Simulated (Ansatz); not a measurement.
Crystal: GaGe.

```
CELL_PARAMETERS angstrom
0.00000 2.89784 2.89784
2.89784 0.00000 2.89784
2.89784 2.89784 0.00000
ATOMIC_POSITIONS crystal
Ge 0.00000 0.00000 0.00000
Ga 0.25000 0.25000 0.25000
```

The cell comes from a database or a generator and needn't be the stable form of this composition.

Base run:

```yaml
Program: Ansatz 0.2.0
Functional: LDA
Potentials_or_basis: Ansatz PAW
Cutoff: "420 eV (not typed: the program's choice for these potentials)"
k_mesh: 8 × 8 × 8
Occupations: fermi-dirac, width 0.05 eV
Spin: no spin polarisation
```

Its results: band gap on the k mesh none (metal or under the smearing width); pressure -4.1 GPa.

The run is repeated on the same cell with these changes: functional from LDA to PBE. What comes out?

Band gap on the k mesh none (metal or under the smearing width); pressure 0.2 GPa.

PBE binds less tightly than LDA, so the same cell stands under more pressure.

Caveats: the PAW data sets come from PBE, with cores solved anew for the run's functional, which leaves a small shift of forces and pressure (some runs).
